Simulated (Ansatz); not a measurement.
# YSe: the cost of one run

Program: Ansatz 0.2.0. Level of theory: DFT LDA, scalar-relativistic, plane waves, PAW. These are calculated values, not measurements.

### 1 Starting point

It takes space group Fm-3m (No. 225, cubic). The conventional cell has a = 5.750 Å, b = 5.750 Å, c = 5.750 Å, α = 90.00°, β = 90.00°, γ = 90.00°. Around Y (site symmetry m-3m) lie 6 Se at 2.88 Å. Se (site symmetry m-3m) is surrounded by 6 Y at 2.88 Å.

As a file:

```xyz
2
Lattice="0.0000 2.8750 2.8750 2.8750 0.0000 2.8750 2.8750 2.8750 0.0000" Properties=species:S:1:pos:R:3 pbc="T T T"
Y     0.0000    0.0000    0.0000
Se    2.8750    2.8750    2.8750
```

The cell is taken as given, not relaxed at this level.

### 2 Zero of energy

The reference gives a free energy of -9132.6151 eV, pressure -4.66 GPa, largest force 0.000 eV/Å and gap on the mesh none (metal). It was computed beforehand with the settings of the runs below.

### 3 Next: a two-dimensional strain map

The cell is strained by p along both x and y and by q along z, with fractional coordinates fixed.

### 4 Point p = -0.050, q = -0.050

Input file input.yaml:

```yaml
crystal:
  lattice:
    - [0.0, 2.73125, 2.73125]
    - [2.73125, 0.0, 2.73125]
    - [2.73125, 2.73125, 0.0]
  atoms:
    - { symbol: "Y", position: [0.0, 0.0, 0.0] }
    - { symbol: Se, position: [0.5, 0.5, 0.5] }
basis:
  ecutwfc: 420
kpoints:
  mp_grid: { grid: [14, 14, 14] }
hamiltonian:
  xc: lda
scf:
  occupations: { method: gaussian, width: 0.15 }
output:
  forces: true
  stress: true
  eigenvalues: true
```

Q: Estimate wall time and peak memory on 1 thread of an Arm CPU, shared host.

About 2.9 s, with a peak of 0.34 GiB.
